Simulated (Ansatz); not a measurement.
**C4H12HfS4: a ladder of functionals and wavefunction methods**

One table from this session's results is given with a row withheld; the runs are named, their logs left out.

Program: Ansatz 0.2.0, Gaussian basis. Level of theory: functionals in def2-TZVPP, the program's frozen cores in correlated methods. These are calculated values, not measurements.

Levels to be run: LDA (SPW92), PBE-D4, revPBE-D4, BLYP-D4, r2SCAN-D4, B97M-V, PBE0-D4, B3LYP-D4, r2SCANh-D4, r2SCAN0-D4, HSE06-D4, BHLYP-D4, CAM-B3LYP-D4, LC-ωPBE, ωB97X-V, ωB97M-V, B2PLYP, PBE-QIDH; CCSD(T)/def2-SVP; CCSD(T)/def2-TZVPP; MP2/def2-QZVPP; extrapolation to the limit; RPA on PBE.

### The relaxed structure

The geometry comes from an earlier relaxation with PBE0-D4 in a triple-zeta def2 set; it is a stationary point, not always the lowest conformer. Hf takes the def2 core potential; no spin-orbit term is included.

SMILES `C[S][Hf]([S]C)([S]C)[S]C`, 21 atoms, charge 0, spin multiplicity 1.

Atoms are counted from 1 here; the program's logs count them from 0.

Bond lengths: C1–S2 1.829 Å, C1–H10 1.089 Å, C1–H11 1.089 Å, C1–H12 1.097 Å, S2–Hf3 2.417 Å, Hf3–S4 2.436 Å, Hf3–S6 2.417 Å, Hf3–S8 2.410 Å, S4–C5 1.825 Å, C5–H13 1.090 Å, C5–H14 1.090 Å, C5–H15 1.089 Å, S6–C7 1.824 Å, C7–H16 1.089 Å, C7–H17 1.089 Å, C7–H18 1.088 Å, S8–C9 1.825 Å, C9–H19 1.093 Å and more. Angles: S2–C1–H10 109.4°, S2–C1–H11 108.7°, S2–C1–H12 113.3°, H10–C1–H11 109.8°, H10–C1–H12 107.6°, H11–C1–H12 108.1°, C1–S2–Hf3 91.6°, S2–Hf3–S4 108.2°, S2–Hf3–S6 113.1°, S2–Hf3–S8 106.4°, S4–Hf3–S6 108.9°, S4–Hf3–S8 112.0°, S6–Hf3–S8 108.3°, Hf3–S4–C5 105.1°, S4–C5–H13 107.4°, S4–C5–H14 112.0°, S4–C5–H15 109.8°, H13–C5–H14 108.9° and more.

The first run:

Contents of in.yaml:

```yaml
crystal:
  periodic: [false, false, false]
  atoms:
    - {symbol: C, position_ang: [0.299433, 2.354554, -0.212887]}
    - {symbol: S, position_ang: [-1.208967, 1.373544, 0.112897]}
    - {symbol: Hf, position_ang: [0.101100, -0.589550, 0.636124]}
    - {symbol: S, position_ang: [1.476703, -1.126663, -1.301801]}
    - {symbol: C, position_ang: [0.409311, -0.804214, -2.746326]}
    - {symbol: S, position_ang: [1.536793, -0.289351, 2.556875]}
    - {symbol: C, position_ang: [1.260172, 1.398464, 3.189356]}
    - {symbol: S, position_ang: [-1.474029, -2.343137, 1.137166]}
    - {symbol: C, position_ang: [-2.056583, -2.611829, -0.571877]}
    - {symbol: H, position_ang: [0.319444, 2.648182, -1.261365]}
    - {symbol: H, position_ang: [0.281719, 3.241915, 0.418527]}
    - {symbol: H, position_ang: [1.226890, 1.806964, -0.003989]}
    - {symbol: H, position_ang: [1.053651, -0.478335, -3.562306]}
    - {symbol: H, position_ang: [-0.326615, -0.026182, -2.544472]}
    - {symbol: H, position_ang: [-0.098504, -1.721281, -3.042873]}
    - {symbol: H, position_ang: [1.285828, 1.348438, 4.277068]}
    - {symbol: H, position_ang: [2.062757, 2.047946, 2.842071]}
    - {symbol: H, position_ang: [0.297256, 1.796397, 2.874580]}
    - {symbol: H, position_ang: [-1.844143, -1.766498, -1.231263]}
    - {symbol: H, position_ang: [-1.588725, -3.506876, -0.978931]}
    - {symbol: H, position_ang: [-3.137889, -2.742089, -0.539474]}
basis:
  gaussian: {orbitals: def2-TZVPP}
hamiltonian: {xc: lda}
output: {orbitals: {seedname: orbitals}}
```

Started as:

```bash
$ ansatz run in.yaml --threads 4 --pin off --events-out ev --progress --plain --max-ram 46080MiB --backend cuda --devices 0, --max-vram 37GiB
```

Steps of the session up to this table: LDA; PBE-D4 (GGA); revPBE-D4 (GGA); BLYP-D4 (GGA); r2SCAN-D4 (meta-GGA); B97M-V (meta-GGA); PBE0-D4 (hybrid); B3LYP-D4 (hybrid); r2SCANh-D4 (hybrid); r2SCAN0-D4 (hybrid); HSE06-D4 (hybrid); BHLYP-D4 (hybrid); CAM-B3LYP-D4 (range-separated); LC-ωPBE (range-separated); ωB97X-V (range-separated); ωB97M-V (range-separated); B2PLYP (double hybrid); PBE-QIDH (double hybrid).

One of the session's tables, all rows but one given; the rest of the session is left out.

It belongs to the step «Orbital energies across the functionals». 

```
  functional  HOMO (eV)  LUMO (eV)  gap (eV)
 LDA (SPW92)      -5.80      -2.78      3.02
      PBE-D4      -5.68      -2.53      3.14
   revPBE-D4      -5.63      -2.43      3.20
     BLYP-D4      -5.50      -2.39      3.12
   r2SCAN-D4      -5.94      -2.39      3.55
      B97M-V      -6.02      -2.42      3.60
     PBE0-D4      -6.83      -1.76      5.07
    B3LYP-D4          ?          ?         ?
  r2SCANh-D4      -6.36      -2.10      4.25
  r2SCAN0-D4      -7.00      -1.67      5.32
    HSE06-D4      -6.43      -2.13      4.30
    BHLYP-D4      -7.84      -0.84      7.00
CAM-B3LYP-D4      -8.09      -0.73      7.36
     LC-ωPBE      -9.47       0.34      9.81
     ωB97X-V      -9.12       0.25      9.36
     ωB97M-V      -8.95       0.11      9.06
```

**Question.** Estimate the row for B3LYP-D4.

Worked estimate for «HOMO (eV)». Against the share of exact exchange, BLYP-D4 (0, -5.50), BHLYP-D4 (0.5, -7.84) give a slope of -4.68 per unit share; at 0.2 the line stands at -6.44.

**Answer.** HOMO (eV): -6.59; LUMO (eV): -1.94; gap (eV): 4.64. In «HOMO (eV)» the line misses by +0.15.
